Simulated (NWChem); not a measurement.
# One shape, several levels: CHClGeNO (SMILES O=C=[N][GeH][Cl])

Wanted: a comparison of 5 runs (UHF/def2-SVP, UB3LYP/def2-SVP, UPBE0/def2-SVP, USVWN5/def2-SVP, UMP2/def2-SVP) of CHClGeNO. 

The calculation is run with NWChem 7.3.0.

## 1. The structure to begin with

CHClGeNO: 6 atoms, total charge 0, spin state doublet. As SMILES, `O=C=[N][GeH][Cl]`. The shape is that of a PBE0-D4/def2-TZVP optimisation. This is one conformer, not always the lowest.

Bond lengths: O1–C2 1.162 Å, C2–N3 1.206 Å, N3–Ge4 1.830 Å, Ge4–Cl5 2.157 Å, Ge4–H6 1.549 Å. Angles: O1–C2–N3 176.3°, C2–N3–Ge4 138.6°, N3–Ge4–Cl5 107.6°, N3–Ge4–H6 105.4°, Cl5–Ge4–H6 108.2°.

## 2. Energy and forces at UHF/def2-SVP (run 1)

Input file m1.nw:

```
start m1
title "CHClGeNO gradient"
memory 2200 mb
charge 0

geometry noautosym nocenter noautoz
O     0.024100   -1.617100   -2.245100
C    -0.242900   -1.020000   -1.284700
N    -0.575200   -0.454300   -0.273000
Ge   -0.153300    1.067300    0.651100
Cl    1.946900    0.976200    1.132800
H    -0.957700    0.983900    1.972700
end

basis spherical bse
O library def2-SVP
C library def2-SVP
N library def2-SVP
Ge library def2-SVP
Cl library def2-SVP
H library def2-SVP
end

scf
doublet
uhf
thresh 1e-08
maxiter 80
print low
end

task scf gradient
```

Command:

```
nwchem m1.nw > m1.out
```

The program printed:

```text
[...]
  functions       =    97
[...]
  wavefunction    = UHF
[...]
         Total SCF energy =  -2702.137376762918
      One electron energy =  -4528.655799199727
      Two electron energy =   1439.498049654962
 Nuclear repulsion energy =    387.020372781846
                       Sz =      0.5000
                 Sz(Sz+1) =      0.7500
                      S^2 =      0.7564
[...]
                         UHF ENERGY GRADIENTS
    atom               coordinates                        gradient
                 x          y          z           x          y          z
   1 O       0.045542  -3.055876  -4.242624    0.009227  -0.023923  -0.036426
   2 C      -0.459014  -1.927521  -2.427731    0.001068   0.015143   0.013527
   3 N      -1.086970  -0.858503  -0.515895   -0.011796   0.007854   0.026123
   4 Ge     -0.289695   2.016905   1.230401    0.008490   0.003873  -0.008435
   5 Cl      3.679108   1.844751   2.140682   -0.004147  -0.000651  -0.000260
   6 H      -1.809791   1.859301   3.727862   -0.002842  -0.002297   0.005471
 Task  times  cpu:       54.9s     wall:       54.9s
 Total times  cpu:       55.0s     wall:       55.0s
```

Run time: 56 s. Hardware: 1 thread of AMD EPYC 7R43 (Zen 3), shared host; peak memory 0.096 GiB.

## 3. Energy and forces at UB3LYP/def2-SVP (run 2)

Input file geom.xyz:

```xyz
6
CHClGeNO B3LYP
O      0.024100    -1.617100    -2.245100
C     -0.242900    -1.020000    -1.284700
N     -0.575200    -0.454300    -0.273000
Ge    -0.153300     1.067300     0.651100
Cl     1.946900     0.976200     1.132800
H     -0.957700     0.983900     1.972700
```

Input file geom.nw:

```
echo
start geom
title "CHClGeNO B3LYP"
memory stack 880 mb heap 220 mb global 1100 mb

geometry units angstroms noautosym nocenter noautoz
   load format xyz geom.xyz
end

basis spherical bse
   O library def2-SVP
   C library def2-SVP
   N library def2-SVP
   Ge library def2-SVP
   Cl library def2-SVP
   H library def2-SVP
end

dft
   xc b3lyp
   mult 2
   grid fine
   convergence energy 1e-08
   maxiter 100
   mulliken
end

task dft gradient
```

Command:

```
nwchem geom.nw > geom.out
```

The program printed:

```text
[...]
          Wavefunction type:  spin polarized.
          No. of atoms     :     6
          No. of electrons :    71
[...]
          Charge           :     0
          Spin multiplicity:     2
[...]
          AO basis - number of functions:    97
[...]
              XC Information
              --------------
                         B3LYP Method XC Potential
                     Hartree-Fock (Exact) Exchange  0.200
                        Slater Exchange Functional  0.800 local
                    Becke 1988 Exchange Functional  0.720 non-local
              Lee-Yang-Parr Correlation Functional  0.810
                  VWN I RPA Correlation Functional  0.190 local
[...]
 d= 0,ls=0.0,diis     1  -2705.3185372300 -3.09D+03  8.75D-03  2.50D-01     3.1
[...]
 d= 0,ls=0.0,diis    12  -2705.4425677640 -5.32D-09  2.07D-07  8.85D-10    36.5
[...]
         Total DFT energy =    -2705.442567763964
      One electron energy =    -4528.898984430593
           Coulomb energy =     1565.092568893048
    Exchange-Corr. energy =     -128.656525008266
 Nuclear repulsion energy =      387.020372781847
[...]
      Total Density - Mulliken Population Analysis
     ---------------------------------------------
    Atom       Charge   Shell Charges
 -----------   ------   -------------------------------------------------------
    1 O    8     8.10   1.99  1.12  0.57  2.84  1.56  0.02
    2 C    6     5.88   1.99  0.93  0.10  2.01  0.72  0.12
    3 N    7     7.27   1.99  1.02  0.44  2.43  1.37  0.02
    4 Ge  32    31.48   2.00  2.00  1.99  1.28  0.16  6.00  5.97  1.18  0.70  8.09  1.82  0.28
    5 Cl  17    17.22   2.00  1.98  1.28  0.69  5.93  2.15  3.18  0.02
    6 H    1     1.05   0.71  0.33  0.01
[...]
      <S2> =      0.7522 (Exact =     0.7500)
[...]
  wavefunction    = open shell
                         DFT ENERGY GRADIENTS
    atom               coordinates                        gradient
                 x          y          z           x          y          z
   1 O       0.045542  -3.055876  -4.242624   -0.003623   0.007706   0.012680
   2 C      -0.459014  -1.927521  -2.427731    0.000758   0.002894   0.001885
   3 N      -1.086970  -0.858503  -0.515895    0.003857  -0.004200  -0.009373
   4 Ge     -0.289695   2.016905   1.230401    0.007813  -0.007155  -0.000239
   5 Cl      3.679108   1.844751   2.140682   -0.010481   0.000281  -0.002545
   6 H      -1.809791   1.859301   3.727862    0.001675   0.000474  -0.002407
[...]
```

Run time: 57 s. Hardware: 1 thread of AMD EPYC 7R43 (Zen 3), shared host; peak memory 0.12 GiB.

Runs 3 to 4 aren't shown in full; the table further down has their settings and results.

## 4. Energy and forces at UMP2/def2-SVP (run 5)

Input file run.py:

```python
from ase import Atoms
from ase.calculators.nwchem import NWChem

molecule = Atoms(['O', 'C', 'N', 'Ge', 'Cl', 'H'], positions=[
    [0.024100, -1.617100, -2.245100],
    [-0.242900, -1.020000, -1.284700],
    [-0.575200, -0.454300, -0.273000],
    [-0.153300, 1.067300, 0.651100],
    [1.946900, 0.976200, 1.132800],
    [-0.957700, 0.983900, 1.972700],
])

calc = NWChem(
    label='nw',
    theory='mp2',
    memory='2200 mb',
    basis='def2-SVP',
    basispar='spherical bse',
    scf={'nopen': '1', 'uhf': None, 'thresh': '1e-08', 'maxiter': '80'},
    mp2={'freeze': 'core 17', 'tight': None},
)
molecule.calc = calc

forces = molecule.get_forces()
e = molecule.get_potential_energy()
print(f"E = {e:.6f} eV")
print("forces (eV/A):")
for s, f in zip(molecule.symbols, forces):
    print(f"{s:2s} {f[0]:10.5f} {f[1]:10.5f} {f[2]:10.5f}")
```

Command:

```
export ASE_NWCHEM_COMMAND="nwchem PREFIX.nwi > PREFIX.nwo"
python run.py
```

The program printed:

```text
E = -73550.481394 eV
forces (eV/A):
O     0.34268   -0.80419   -1.25038
C     0.05718   -0.01620   -0.13365
N    -0.38613    0.84749    1.26971
Ge   -0.16676   -0.17545    0.41750
Cl    0.01301    0.05286   -0.01836
H     0.14007    0.09549   -0.28483
```

The calculator wrote nw.nwi:

```
title "nw"

permanent_dir nw

scratch_dir nw

start nw

geometry units angstrom nocenter noautosym noautoz
  O  2.4100000000000000e-02 -1.6171000000000000e+00 -2.2450999999999999e+00
  C  -2.4290000000000000e-01 -1.0200000000000000e+00 -1.2847000000000000e+00
  N  -5.7520000000000004e-01 -4.5429999999999998e-01 -2.7300000000000002e-01
  Ge -1.5329999999999999e-01 1.0672999999999999e+00 6.5110000000000001e-01
  Cl 1.9469000000000001e+00 9.7619999999999996e-01 1.1328000000000000e+00
  H  -9.5770000000000000e-01 9.8390000000000000e-01 1.9726999999999999e+00
end

memory 2200 mb

basis spherical bse noprint
   * library def2-SVP
end

scf
  nopen 1
  uhf
  thresh 1e-08
  maxiter 80
end
mp2
  freeze core 17
  tight
end

task mp2 gradient
```

nw.nwo (excerpt; [...] marks lines left out):

```text
[...]
      One electron energy =  -4528.655799199147
[... 1 line left out ...]
 Nuclear repulsion energy =    387.020372781846
[... 58 lines left out ...]
          Final beta eigenvalues
[... 256 lines left out ...]
                     UHF Final Beta Molecular Orbital Analysis
[...]
                         mp2 ENERGY GRADIENTS
    atom               coordinates                        gradient
                 x          y          z           x          y          z
   1 O       0.045542  -3.055876  -4.242624   -0.006664   0.015639   0.024316
   2 C      -0.459014  -1.927521  -2.427731   -0.001112   0.000315   0.002599
   3 N      -1.086970  -0.858503  -0.515895    0.007509  -0.016481  -0.024692
   4 Ge     -0.289695   2.016905   1.230401    0.003243   0.003412  -0.008119
   5 Cl      3.679108   1.844751   2.140682   -0.000253  -0.001028   0.000357
   6 H      -1.809791   1.859301   3.727862   -0.002724  -0.001857   0.005539
[...]
```

It took 2 min on 1 thread of AMD EPYC 7R43 (Zen 3), shared host; peak memory 0.39 GiB.

## 5. All runs side by side

```
run            level  iteration cap  module   energy (Eh)   ⟨S²⟩  largest force (eV/Å)  wall time
  1     UHF/def2-SVP             80     scf  -2702.137377  0.756                 2.291       56 s
  2  UB3LYP/def2-SVP            100     dft  -2705.442568  0.752                 0.785       57 s
  3   UPBE0/def2-SVP            100     dft  -2704.790066  0.753                 0.550       46 s
  4  USVWN5/def2-SVP            100     dft  -2699.450986  0.751                 1.243       38 s
  5    UMP2/def2-SVP             80     mp2  -2702.930359  0.756                 1.575      2 min
```

## 6. Outcome

```
                                                         quantity           value
                                              run 5: total energy  -2702.93036 Eh
   run 5: dipole moment (of the density that the program reports)          2.21 D
run 5: HOMO energy (Hartree–Fock orbitals) (highest over α and β)        -9.92 eV
 run 5: LUMO energy (Hartree–Fock orbitals) (lowest over α and β)        -0.03 eV
              run 5: correlation energy (17 core orbitals frozen)      -793.0 mEh
                         run 5: ⟨S²⟩ of the reference determinant           0.756
                                  run 5: largest force on an atom      1.575 eV/Å
```

**Reading.** Over runs 2, 3, 4 the dipole moment (its size) runs from 1.88 D (USVWN5/def2-SVP) to 2.21 D (UPBE0/def2-SVP). Totals of different functionals can't be ranked against each other. All runs together took 5.3 min, the longest 2 min.
